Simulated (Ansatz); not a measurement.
# H₇NO₂Si (built from SMILES N[SiH2]O.O): a reaction path by the nudged elastic band

Aim: the minimum-energy path between two given structures and its highest point. Both ends were relaxed at PBE0-D4 in triple zeta.

Program: Ansatz 0.2.0, Gaussian basis. Level of theory: PBE0-D4/def2-SVP. These are calculated values, not measurements.

23 further runs of the same task are left out: 1 that didn't finish, 22 set aside as unsound or not needed.

**1. The system as given**

The first end: 11 atoms, charge 0, spin multiplicity 1.

Atoms are counted from 1 here; the program's logs count them from 0.

Bond lengths: Si1–N2 1.745 Å, Si1–H3 1.489 Å, Si1–H4 1.484 Å, Si1–O5 1.629 Å, N2–H8 1.011 Å, N2–H9 1.010 Å, O5–H10 0.973 Å, H6–O7 0.976 Å, O7–H11 0.959 Å. Angles: N2–Si1–H3 103.5°, N2–Si1–H4 114.3°, N2–Si1–O5 109.3°, H3–Si1–H4 110.0°, H3–Si1–O5 114.3°, H4–Si1–O5 105.7°, Si1–N2–H8 117.6°, Si1–N2–H9 116.5°, H8–N2–H9 109.3°, Si1–O5–H10 113.8°, H6–O7–H11 106.6°.

Coordinates:

```xyz
11

Si   -1.16157    0.52775    0.00096
N    -0.51838   -1.07087    0.27538
H    -1.45216    0.53916   -1.45925
H    -2.39631    0.82785    0.76684
O    -0.06777    1.63778    0.47618
H     1.39274   -0.59270   -0.09633
O     2.13643    0.03861   -0.13953
H    -0.47920   -1.40255    1.22979
H    -0.87275   -1.80682   -0.31933
H     0.84961    1.40786    0.24841
H     2.56935   -0.10607   -0.98311
```

The second end:

```csv
atom,x (Å),y (Å),z (Å)
Si1,-0.22129,0.56741,-0.40552
N2,-0.17752,-1.25005,0.71092
H3,-0.16092,1.87674,-1.18461
H4,-1.66091,0.21577,-0.58671
O5,0.21452,1.16848,1.09352
H6,0.76555,-1.39315,1.05316
O7,0.87722,-0.29941,-1.32216
H8,-0.80524,-1.19718,1.50385
H9,-0.43201,-2.03575,0.12487
H10,0.37653,2.11247,1.05149
H11,1.22407,0.23467,-2.03881
```

**2. The band at PBE0-D4/def2-SVP**

Contents of neb/in.yaml:

```yaml
crystal:
  periodic: [false, false, false]
  atoms:
    - {symbol: Si, position_ang: [-1.161571, 0.527752, 0.000962]}
    - {symbol: N, position_ang: [-0.518383, -1.070872, 0.275381]}
    - {symbol: H, position_ang: [-1.452155, 0.539158, -1.459253]}
    - {symbol: H, position_ang: [-2.396310, 0.827845, 0.766838]}
    - {symbol: O, position_ang: [-0.067768, 1.637777, 0.476181]}
    - {symbol: H, position_ang: [1.392743, -0.592699, -0.096330]}
    - {symbol: O, position_ang: [2.136434, 0.038615, -0.139531]}
    - {symbol: H, position_ang: [-0.479201, -1.402553, 1.229793]}
    - {symbol: H, position_ang: [-0.872749, -1.806816, -0.319333]}
    - {symbol: H, position_ang: [0.849613, 1.407858, 0.248406]}
    - {symbol: H, position_ang: [2.569349, -0.106067, -0.983114]}
basis:
  gaussian: {orbitals: def2-SVP}
hamiltonian: {xc: pbe0, dispersion: d4}
neb:
  images: 5
  climbing: true
  max_iterations: 40
  initial_path: idpp
  final_atoms:
    - {symbol: Si, position_ang: [-0.221289, 0.567405, -0.405517]}
    - {symbol: N, position_ang: [-0.177524, -1.250052, 0.710924]}
    - {symbol: H, position_ang: [-0.160916, 1.876735, -1.184614]}
    - {symbol: H, position_ang: [-1.660907, 0.215767, -0.586705]}
    - {symbol: O, position_ang: [0.214515, 1.168483, 1.093519]}
    - {symbol: H, position_ang: [0.765553, -1.393150, 1.053163]}
    - {symbol: O, position_ang: [0.877217, -0.299413, -1.322164]}
    - {symbol: H, position_ang: [-0.805243, -1.197175, 1.503846]}
    - {symbol: H, position_ang: [-0.432008, -2.035748, 0.124867]}
    - {symbol: H, position_ang: [0.376530, 2.112475, 1.051494]}
    - {symbol: H, position_ang: [1.224073, 0.234672, -2.038813]}
```

Command:

```
$ ansatz run in.yaml --threads 4 --pin off --events-out ev --progress --plain --max-ram 9574MiB
```

The program printed:

```text
Functional definition: PBE0
  name "PBE0"
  cite "Adamo & Barone, J. Chem. Phys. 110, 6158 (1999) doi:10.1063/1.478522"
  cite "Perdew, Burke & Ernzerhof, Phys. Rev. Lett. 77, 3865 (1996) doi:10.1103/PhysRevLett.77.3865"
  parent pbe
  parameter a = 0.25
  parameter kappa = 0.804
  parameter beta = 0.06672455060314922
  exchange = (1 - a)*pbe_x(kappa = kappa, mu = beta*pi^2/3) + a*exact_x
  correlation = pbe_c(beta = beta)
994 factors; integrals over basis functions are off by at most 6.3e-4 eV
mean field evaluation 1: about -13551.8342 eV, gradient 7.4e1 eV
mean field evaluation 2: about -13543.0134 eV, gradient 9.9e1 eV
mean field evaluation 4: about -13561.3900 eV, gradient 4.2e0 eV
mean field evaluation 8: about -13561.4361 eV, gradient 1.3e-1 eV
mean field -13561.43617271 eV, -498.3735870754 hartree, gradient 3.5e-5 eV, S^2 0.000000; 0 other end points of the search recorded, 0 dependent functions left out
the calculation of the forces begins
reference -13561.43619925 eV, -498.3735880509 hartree; 22, 22 occupied and 73, 73 virtual orbitals, 994 factors
[... from here to the last solve, the lines of the solves are left out (109 solves) ...]
WARN: NEB end point (image 0): max|allowed force component| = 4.796e-1 eV/Å (the criterion of neb.relax_end_points is 1.000e-2). That is over neb.f_tol: it is no minimum, so the barrier can be far off. Relax it first
WARN: NEB end point (image 6): max|allowed force component| = 4.696e-1 eV/Å (the criterion of neb.relax_end_points is 1.000e-2). That is over neb.f_tol: it is no minimum, so the barrier can be far off. Relax it first
NEB iter   1: max|band force component| = 5.122e0 eV/Å  barrier→ = 3.9959 eV  barrier← = 4.2203 eV  Δτ_max = 0.2000 Å  (179 SCF iters)
NEB iter   2: max|band force component| = 3.275e0 eV/Å  barrier→ = 2.2004 eV  barrier← = 2.4249 eV  Δτ_max = 0.2000 Å  (152 SCF iters)
NEB iter   3: max|band force component| = 1.225e1 eV/Å  barrier→ = 1.7978 eV  barrier← = 2.0222 eV  Δτ_max = 0.1016 Å  (142 SCF iters)
NEB iter   4: max|band force component| = 1.389e0 eV/Å  barrier→ = 1.3010 eV  barrier← = 1.5254 eV  Δτ_max = 0.1999 Å  (135 SCF iters)
NEB iter   5: max|band force component| = 1.049e0 eV/Å  barrier→ = 1.0360 eV  barrier← = 1.2604 eV  Δτ_max = 0.1990 Å  (134 SCF iters)
NEB iter   6: max|band force component| = 9.821e-1 eV/Å  barrier→ = 0.8743 eV  barrier← = 1.0987 eV  Δτ_max = 0.1990 Å  (133 SCF iters)
NEB iter   7: max|band force component| = 3.897e-1 eV/Å  barrier→ = 0.7213 eV  barrier← = 0.9457 eV  CI = image 3  Δτ_max = 0.2000 Å  (128 SCF iters)
NEB iter   8: max|band force component| = 6.403e-1 eV/Å  barrier→ = 0.9269 eV  barrier← = 1.1513 eV  CI = image 3  Δτ_max = 0.0995 Å  (133 SCF iters)
NEB iter   9: max|band force component| = 5.387e-1 eV/Å  barrier→ = 0.9534 eV  barrier← = 1.1778 eV  CI = image 3  Δτ_max = 0.0604 Å  (123 SCF iters)
NEB iter  10: max|band force component| = 2.511e-1 eV/Å  barrier→ = 0.9416 eV  barrier← = 1.1660 eV  CI = image 3  Δτ_max = 0.0360 Å  (121 SCF iters)
NEB iter  11: max|band force component| = 8.525e-2 eV/Å  barrier→ = 0.9337 eV  barrier← = 1.1581 eV  CI = image 3  Δτ_max = 0.0243 Å  (120 SCF iters)
NEB iter  12: max|band force component| = 5.694e-2 eV/Å  barrier→ = 0.9314 eV  barrier← = 1.1558 eV  CI = image 3  Δτ_max = 0.0178 Å  (122 SCF iters)
NEB iter  13: max|band force component| = 5.135e-2 eV/Å  barrier→ = 0.9306 eV  barrier← = 1.1550 eV  CI = image 3  Δτ_max = 0.0211 Å  (116 SCF iters)
994 factors; integrals over basis functions are off by at most 1.3e-3 eV
mean field evaluation 832: about -13561.6321 eV, gradient 5.1e-5 eV
mean field -13561.63214603 eV, -498.3807889623 hartree, gradient 1.0e-6 eV, S^2 0.000000; 0 other end points of the search recorded, 0 dependent functions left out
the calculation of the forces begins
reference -13561.63217242 eV, -498.3807899320 hartree; 22, 22 occupied and 73, 73 virtual orbitals, 994 factors
NEB iter  14: max|band force component| = 4.939e-2 eV/Å  barrier→ = 0.9298 eV  barrier← = 1.1542 eV  CI = image 3  CI's point: of a kind that is not told: the force calls were inconclusive, a negative curvature could not be distinguished from the path's own, the only one lies far off the path, or fixed occupations may fill a level only in part  Δτ_max = 0.0000 Å  (958 SCF iters)
Total energy: -13560.65500145 eV, -498.3448795612 hartree
Atom 0 at    -0.572916     0.574336    -0.161854 Å, force     0.010557     0.004968    -0.004508 eV/Å
Atom 1 at    -0.310520    -1.129665     0.621262 Å, force    -0.052505    -0.028337    -0.013418 eV/Å
Atom 2 at    -0.863980     0.425276    -1.623704 Å, force     0.008450    -0.009695    -0.004573 eV/Å
Atom 3 at    -1.953260     0.842886     0.387999 Å, force    -0.003776     0.001735     0.011841 eV/Å
Atom 4 at     0.208144     1.843183     0.576938 Å, force     0.003952     0.013031     0.012854 eV/Å
Atom 5 at     0.757185    -0.999644     0.092337 Å, force     0.032750     0.022666    -0.009408 eV/Å
Atom 6 at     1.349412    -0.064298    -0.596756 Å, force    -0.023273    -0.001933     0.012167 eV/Å
Atom 7 at    -0.365640    -1.152056     1.639260 Å, force     0.011735     0.010853    -0.001068 eV/Å
Atom 8 at    -0.909852    -1.863932     0.245480 Å, force     0.000995    -0.003140     0.013090 eV/Å
Atom 9 at     1.145207     1.765607     0.347428 Å, force    -0.005162    -0.004578    -0.000568 eV/Å
Atom 10 at     1.516223    -0.241694    -1.528390 Å, force     0.016277    -0.005570    -0.016410 eV/Å
Dipole moment:     0.053773    -0.802179    -0.043669 e Å
```

Wall time 88 s (4 threads of Arm Neoverse V2, shared host).

The last band:

| image | path (Å) | energy (kJ/mol) | Si1–O7 (Å) | N2–H6 (Å) | Si1–N2 (Å) | H6–O7 (Å) |
| --- | --- | --- | --- | --- | --- | --- |
| 0 | 0.00 | 0.0 | 3.34 | 2.00 | 1.74 | 0.98 |
| 1 | 0.80 | -3.0 | 3.14 | 1.94 | 1.76 | 0.98 |
| 2 | 1.61 | 14.2 | 2.73 | 1.74 | 1.78 | 1.00 |
| 3 | 2.41 | 89.7 | 2.07 | 1.20 | 1.89 | 1.30 |
| 4 | 3.52 | 46.4 | 1.76 | 1.02 | 2.09 | 2.00 |
| 5 | 4.62 | 5.9 | 1.70 | 1.02 | 2.21 | 2.26 |
| 6 | 5.73 | -21.7 | 1.67 | 1.01 | 2.13 | 2.62 |

The highest image, 3:

```xyz
11
charge 0, multiplicity 1
Si   -0.57292    0.57434   -0.16185
N    -0.31052   -1.12966    0.62126
H    -0.86398    0.42528   -1.62370
H    -1.95326    0.84289    0.38800
O     0.20814    1.84318    0.57694
H     0.75718   -0.99964    0.09234
O     1.34941   -0.06430   -0.59676
H    -0.36564   -1.15206    1.63926
H    -0.90985   -1.86393    0.24548
H     1.14521    1.76561    0.34743
H     1.51622   -0.24169   -1.52839
```

**3. What came out**

| quantity | value |
| --- | --- |
| PBE0-D4/def2-SVP, 14 iterations | highest 89.7 kJ/mol (image 3), last end -21.7 kJ/mol |
| from earlier runs: barrier over the separately found saddle, CCSD(T)/def2-TZVPP | 112.7 kJ/mol |

In words: The highest image lies 89.7 kJ/mol above the first end, and it climbed, so it estimates the saddle. The ends are not quite minima at this level (largest force component 0.48 eV/Å), so the heights are unreliable: relaxing the first end would lower it and raise the barrier above it. The highest image is 23.0 kJ/mol below the CCSD(T) barrier in triple zeta, which comes from separate runs on the saddle.
